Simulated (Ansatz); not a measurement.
**C₄H₃F₃: a ladder of functionals and wavefunction methods**

How much do the methods differ for C₄H₃F₃? The plan is to run it at one geometry with functionals of several rungs and with coupled cluster. The yardstick is the atomisation energy at the CCSD(T) limit.

The runs use Ansatz 0.2.0, Gaussian basis; functionals in def2-TZVPP, the program's frozen cores in correlated methods.

Plan: LDA (SPW92), PBE-D4, revPBE-D4, BLYP-D4, r2SCAN-D4, B97M-V, PBE0-D4, B3LYP-D4, r2SCANh-D4, r2SCAN0-D4, HSE06-D4, BHLYP-D4, CAM-B3LYP-D4, LC-ωPBE, ωB97X-V, ωB97M-V, B2PLYP, PBE-QIDH; CCSD(T)/def2-SVP; CCSD(T)/def2-TZVPP; MP2/def2-QZVPP; extrapolation to the limit; RPA on PBE.

### Step 1. The relaxed structure

An earlier PBE0-D4 in a triple-zeta def2 set relaxation fixed the geometry.

10 atoms, charge 0, spin multiplicity 1.

Atoms are counted from 1 here; the program's logs count them from 0.

Bond lengths: C1–C2 1.446 Å, C1–H8 1.092 Å, C1–H9 1.092 Å, C1–H10 1.092 Å, C2–C3 1.199 Å, C3–C4 1.455 Å, C4–F5 1.338 Å, C4–F6 1.338 Å, C4–F7 1.338 Å. Angles: C2–C1–H8 110.6°, C2–C1–H9 110.6°, C2–C1–H10 110.6°, H8–C1–H9 108.3°, H8–C1–H10 108.3°, H9–C1–H10 108.3°, C1–C2–C3 179.9°, C2–C3–C4 179.9°, C3–C4–F5 111.6°, C3–C4–F6 111.6°, C3–C4–F7 111.6°, F5–C4–F6 107.3°, F5–C4–F7 107.3°, F6–C4–F7 107.3°.

### Step 2. LDA

This LDA is Slater exchange with PW92 correlation.

Input file in.yaml:

```yaml
crystal:
  periodic: [false, false, false]
  atoms:
    - {symbol: C, position_ang: [0.619811, -1.556941, 1.244837]}
    - {symbol: C, position_ang: [0.194583, -0.479136, 0.380100]}
    - {symbol: C, position_ang: [-0.159083, 0.414268, -0.336810]}
    - {symbol: C, position_ang: [-0.584698, 1.499684, -1.206575]}
    - {symbol: F, position_ang: [0.461520, 2.155463, -1.722920]}
    - {symbol: F, position_ang: [-1.329599, 2.395254, -0.547547]}
    - {symbol: F, position_ang: [-1.317847, 1.050138, -2.232080]}
    - {symbol: H, position_ang: [0.341194, -2.523642, 0.819303]}
    - {symbol: H, position_ang: [0.153142, -1.467233, 2.228393]}
    - {symbol: H, position_ang: [1.704079, -1.539154, 1.376198]}
basis:
  gaussian: {orbitals: def2-TZVPP}
hamiltonian: {xc: lda}
output: {orbitals: {seedname: orbitals}}
```

After this run come: PBE-D4 (GGA); revPBE-D4 (GGA); BLYP-D4 (GGA); r2SCAN-D4 (meta-GGA); B97M-V (meta-GGA); PBE0-D4 (hybrid); B3LYP-D4 (hybrid); r2SCANh-D4 (hybrid); r2SCAN0-D4 (hybrid); HSE06-D4 (hybrid); BHLYP-D4 (hybrid); CAM-B3LYP-D4 (range-separated); LC-ωPBE-D4 (range-separated); ωB97X-V (range-separated); ωB97M-V (range-separated); B2PLYP (double hybrid); PBE-QIDH (double hybrid); CCSD(T) in def2-SVP; CCSD(T) in def2-TZVPP; MP2 in def2-QZVPP; RPA on PBE orbitals.

Q: Predict the results of all the runs planned. Wanted: atomisation energy, CCSD(T)/CBS; farthest beyond LDA; mean size of error, GGA; mean size of error, meta-GGA; mean size of error, hybrid; mean size of error, range-separated; mean size of error, double hybrid; gap, smallest and largest; T1 diagnostic.

As calculated:

```
                               quantity                                            value
        atomisation energy, CCSD(T)/CBS                                    4340.7 kJ/mol
 functionals within 21.7 kJ/mol (0.5 %)  B97M-V, B3LYP-D4, r2SCANh-D4, ωB97X-V, PBE-QIDH
                    farthest beyond LDA                           PBE-D4 (+207.8 kJ/mol)
                mean size of error, GGA                                      97.5 kJ/mol
           mean size of error, meta-GGA                                      31.3 kJ/mol
             mean size of error, hybrid                                      68.0 kJ/mol
    mean size of error, range-separated                                      29.5 kJ/mol
      mean size of error, double hybrid                                      15.7 kJ/mol
              gap, smallest and largest        6.36 eV (LDA (SPW92)), 13.95 eV (LC-ωPBE)
                          T1 diagnostic                                           0.0122
triples share of the correlation energy                                            3.7 %
```

What this shows: LDA overbinds by 842.4 kJ/mol (19 %). PBE-D4 is off by +207.8 kJ/mol. Double hybrids carry the basis error of their MP2 part in triple zeta, and no dispersion term here, so their miss is partly the set-up's. Taken by rung, double hybrid functionals do best (15.7 kJ/mol on average) and GGA ones worst beyond LDA (97.5 kJ/mol). The reference freezes the cores and leaves out relativity and excitations past (T), so misses under about 21.7 kJ/mol can't be ranked. Hartree-Fock recovers 71 % of the binding; the rest is correlation. CCSD(T) in def2-SVP is off by -169.1 kJ/mol, more than most functionals: a good method in a small basis is no reference. Orbital gaps span 6.4 to 14.0 eV; exact exchange widens them.
